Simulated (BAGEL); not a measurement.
# CHF3O3S (triflic acid): a chain of runs

Aim: a single-point energy (HF/cc-pVDZ), then the energy (NEVPT2(2,2)/cc-pVDZ) of CHF3O3S (triflic acid). 

The results are computed with BAGEL 1.2.2.

2 further runs of the same task are left out: 2 set aside as unsound or not needed.

### Step 1. Starting point

CHF3O3S has 9 atoms, charge 0, and is taken as a singlet. SMILES: `O=S(=O)(O)C(F)(F)F`. The S2–C5 distance was set to 4.251 Å, away from the relaxed value. At this shape a bond of the SMILES string is far longer than usual.

Bond lengths: O1–S2 1.422 Å, S2–O3 1.414 Å, S2–O4 1.577 Å, C5–F6 1.327 Å, C5–F7 1.320 Å, C5–F8 1.319 Å, O4–H9 0.968 Å. Angles: O1–S2–O3 123.8°, O1–S2–O4 109.3°, O3–S2–O4 107.4°, F6–C5–F7 109.4°, F6–C5–F8 109.2°, F7–C5–F8 109.7°, S2–O4–H9 109.3°.

### Step 2. A single-point energy at HF/cc-pVDZ (density fitting with svp-jkfit) (run 1)

The input, input.json:

```json
{ "bagel": [

{
  "title": "molecule",
  "basis": "cc-pvdz.json",
  "df_basis": "svp-jkfit",
  "geometry": [
    { "atom": "O", "xyz": [  3.49006904, -4.97037844,  4.12187440 ] },
    { "atom": "S", "xyz": [  1.28969084, -5.34278677,  2.62640184 ] },
    { "atom": "O", "xyz": [  0.99863522, -7.34345871,  0.87965239 ] },
    { "atom": "O", "xyz": [ -1.11260460, -5.34091594,  4.39093361 ] },
    { "atom": "C", "xyz": [  0.00591484,  1.50560150, -1.37048608 ] },
    { "atom": "F", "xyz": [ -0.14467743,  3.40479515,  0.26112236 ] },
    { "atom": "F", "xyz": [  1.91690039,  1.89751180, -2.92437008 ] },
    { "atom": "F", "xyz": [ -2.11823181,  1.36784046, -2.66884131 ] },
    { "atom": "H", "xyz": [ -0.69767744, -4.53220764,  5.97919172 ] }
  ]
},
{
  "title": "hf"
},
{
  "title": "print",
  "file": "orbitals.molden",
  "orbitals": true
}

]}
```

The basis set cc-pVDZ is read from a file made from the Basis Set Exchange's data (not shown).

Started as:

```
$ BAGEL_NUM_THREADS=1 BAGEL input.json > input.out
```

The log of the run:

```text
* using 1 threads per process

  ===============================================================
  ===============================================================

  *** Geometry ***

  { "atom" : "O", "xyz" : [      3.490069,     -4.970378,      4.121874 ] },
  { "atom" : "S", "xyz" : [      1.289691,     -5.342787,      2.626402 ] },
  { "atom" : "O", "xyz" : [      0.998635,     -7.343459,      0.879652 ] },
  { "atom" : "O", "xyz" : [     -1.112605,     -5.340916,      4.390934 ] },
  { "atom" : "C", "xyz" : [      0.005915,      1.505602,     -1.370486 ] },
  { "atom" : "F", "xyz" : [     -0.144677,      3.404795,      0.261122 ] },
  { "atom" : "F", "xyz" : [      1.916900,      1.897512,     -2.924370 ] },
  { "atom" : "F", "xyz" : [     -2.118232,      1.367840,     -2.668841 ] },
  { "atom" : "H", "xyz" : [     -0.697677,     -4.532208,      5.979192 ] },

  Number of auxiliary basis functions:      683

  Since a DF basis is specified, we compute 2- and 3-index integrals:
    o Being stored without compression. Storage requirement is 0.080 GB

  Number of basis functions:      121
  Number of electrons      :       74

    * METHOD: MOLECULE                             0.82

  *** RHF ***

  === Nuclear Repulsion ===
   457.4636643724

      * DIIS with orbital gradients will be used.

  === RHF iteration (cc-pvdz.json) ===
      0       -957.80644646          0.02005761           0.31
      1       -957.65827137          0.02238265           0.29
      2       -958.43530359          0.00577764           0.29
      3       -958.48548782          0.00532484           0.32
      4       -958.54048882          0.00137248           0.30
      5       -958.54350957          0.00072769           0.29
      6       -958.54428458          0.00028221           0.29
      7       -958.54442827          0.00007703           0.30
      8       -958.54443885          0.00002837           0.29
      9       -958.54444071          0.00000836           0.29
     10       -958.54444093          0.00000201           0.29
     11       -958.54444094          0.00000117           0.29
     12       -958.54444094          0.00000049           0.32
     13       -958.54444094          0.00000028           0.29
     14       -958.54444094          0.00000013           0.29
     15       -958.54444094          0.00000007           0.29
     16       -958.54444094          0.00000003           0.29
     17       -958.54444094          0.00000002           0.29
     18       -958.54444094          0.00000001           0.32
    * SCF iteration converged.

    * Permanent dipole moment:
           (    0.508614,    -0.609100,    -0.832779) a.u.

    * METHOD: HF                                   6.22

    * METHOD: PRINT                                0.03

  ===============================================================
```

Wall time 7.5 s (1 thread of Intel Xeon Platinum 8259CL at 2.50GHz (Skylake/Cascade Lake), shared host); peak memory 0.27 GiB.

### Step 3. A single-point energy at NEVPT2(2,2)/cc-pVDZ (density fitting with svp-jkfit) (run 2)

The input, calc.json:

```json
{ "bagel" : [

{
  "title" : "molecule",
  "basis" : "cc-pvdz.json",
  "df_basis" : "svp-jkfit",
  "angstrom" : "false",
  "geometry" : [
    { "atom" : "O", "xyz" : [  3.49006904, -4.97037844,  4.12187440 ] },
    { "atom" : "S", "xyz" : [  1.28969084, -5.34278677,  2.62640184 ] },
    { "atom" : "O", "xyz" : [  0.99863522, -7.34345871,  0.87965239 ] },
    { "atom" : "O", "xyz" : [ -1.11260460, -5.34091594,  4.39093361 ] },
    { "atom" : "C", "xyz" : [  0.00591484,  1.50560150, -1.37048608 ] },
    { "atom" : "F", "xyz" : [ -0.14467743,  3.40479515,  0.26112236 ] },
    { "atom" : "F", "xyz" : [  1.91690039,  1.89751180, -2.92437008 ] },
    { "atom" : "F", "xyz" : [ -2.11823181,  1.36784046, -2.66884131 ] },
    { "atom" : "H", "xyz" : [ -0.69767744, -4.53220764,  5.97919172 ] }
  ]
},
{ "title" : "hf" },
{ "title" : "casscf", "nstate" : 1, "nact" : 2, "nclosed" : 36, "active" : [37, 38], "maxiter" : 200, "natocc" : "true" },
{ "title" : "nevpt2", "nstate" : 1, "nact" : 2, "nclosed" : 36, "active" : [37, 38], "maxiter" : 200, "natocc" : "true", "ncore" : 12 },
{ "title" : "print", "file" : "orbitals.molden", "orbitals" : "true" }

]}
```

The basis set cc-pVDZ is read from a file made from the Basis Set Exchange's data (not shown).

Started as:

```
$ BAGEL_NUM_THREADS=1 BAGEL calc.json > calc.out
```

The log of the run:

```text
* using 1 threads per process

  ===============================================================
  ===============================================================

  *** Geometry ***

  { "atom" : "O", "xyz" : [      3.490069,     -4.970378,      4.121874 ] },
  { "atom" : "S", "xyz" : [      1.289691,     -5.342787,      2.626402 ] },
  { "atom" : "O", "xyz" : [      0.998635,     -7.343459,      0.879652 ] },
  { "atom" : "O", "xyz" : [     -1.112605,     -5.340916,      4.390934 ] },
  { "atom" : "C", "xyz" : [      0.005915,      1.505602,     -1.370486 ] },
  { "atom" : "F", "xyz" : [     -0.144677,      3.404795,      0.261122 ] },
  { "atom" : "F", "xyz" : [      1.916900,      1.897512,     -2.924370 ] },
  { "atom" : "F", "xyz" : [     -2.118232,      1.367840,     -2.668841 ] },
  { "atom" : "H", "xyz" : [     -0.697677,     -4.532208,      5.979192 ] },

  Number of auxiliary basis functions:      683

  Since a DF basis is specified, we compute 2- and 3-index integrals:
    o Being stored without compression. Storage requirement is 0.080 GB

  Number of basis functions:      121
  Number of electrons      :       74

    * METHOD: MOLECULE                             0.83

  *** RHF ***

  === Nuclear Repulsion ===
   457.4636643724

      * DIIS with orbital gradients will be used.

  === RHF iteration (cc-pvdz.json) ===
      0       -957.80644646          0.02005761           0.31
      1       -957.65827137          0.02238265           0.29
      2       -958.43530359          0.00577764           0.29
      3       -958.48548782          0.00532484           0.31
      4       -958.54048882          0.00137248           0.30
      5       -958.54350957          0.00072769           0.29
      6       -958.54428458          0.00028221           0.29
      7       -958.54442827          0.00007703           0.30
      8       -958.54443885          0.00002837           0.29
      9       -958.54444071          0.00000836           0.29
     10       -958.54444093          0.00000201           0.29
     11       -958.54444094          0.00000117           0.29
     12       -958.54444094          0.00000049           0.31
     13       -958.54444094          0.00000028           0.29
     14       -958.54444094          0.00000013           0.29
     15       -958.54444094          0.00000007           0.29
     16       -958.54444094          0.00000003           0.29
     17       -958.54444094          0.00000002           0.29
     18       -958.54444094          0.00000001           0.32
    * SCF iteration converged.

    * Permanent dipole moment:
           (    0.508614,    -0.609100,    -0.832779) a.u.

    * METHOD: HF                                   6.21

  ---------------------------
      CASSCF calculation
  ---------------------------

    ==== Active orbitals : =====
         Orbital 37
         Orbital 38
    ============================

    * nstate   :      1
    * nclosed  :     36
    * nact     :      2
    * nvirt    :     83
  === CASSCF iteration (cc-pvdz.json) ===

    * Using the second-order algorithm

      0  0      -958.69332798     3.75e-03      0.06

      1  0      -958.71216715     2.54e-04      2.02

      2  0      -958.71220350     1.57e-05      2.14

      3  0      -958.71220371     2.19e-06      2.04

      4  0      -958.71220372     3.06e-07      1.86

      5  0      -958.71220372     4.29e-08      1.72

      6  0      -958.71220372     6.02e-09      1.49

    * Second-order optimization converged. *

     guess   0:   closed 1.                   open ..

  === FCI iteration ===

      0  0      -958.52517771     1.02e-01      0.00
      1  0      -958.71216493     1.99e-03      0.00
      2  0 *    -958.71220372     1.76e-16      0.00

     * ci vector, state   0, <S^2> = 0.0000
       2.     0.7385507796
       .2    -0.6741978537

    * METHOD: CASSCF                              12.03

    * freezing 12 orbitals

  === DF-NEVPT2 calculation ===

    * 3-index integral transformation done
    * assembly done

      NEVPT2 correlation energy:   -1.3562132731      1.00

          (+0)     -1.1879702345
          (+0)'    -0.0147683233
          (+1)     -0.0776044835
          (+1)'    -0.0000000000
          (+2)     -0.0000357443
          (-1)     -0.0758018780
          (-1)'     0.0000000000
          (-2)     -0.0000326095

      NEVPT2 total energy:       -960.0684169903

    * METHOD: NEVPT2                               1.58

    * METHOD: PRINT                                0.03

  ===============================================================
```

It took 21 s on 1 thread of Intel Xeon Platinum 8259CL at 2.50GHz (Skylake/Cascade Lake), shared host; peak memory 0.29 GiB.

### Step 4. What came out

```
                                quantity          value
         run 1, HF/cc-pVDZ: total energy  -958.54444 Eh
        run 1, HF/cc-pVDZ: dipole moment         2.92 D
          run 1, HF/cc-pVDZ: HOMO energy       -7.85 eV
          run 1, HF/cc-pVDZ: LUMO energy       -3.43 eV
        run 1, HF/cc-pVDZ: HOMO–LUMO gap        4.42 eV
run 2, NEVPT2(2,2)/cc-pVDZ: total energy  -960.06842 Eh
```

One bond (run 1, HF/cc-pVDZ) is far stretched, which a spin-restricted single reference describes badly; a broken-symmetry solution may lie lower.
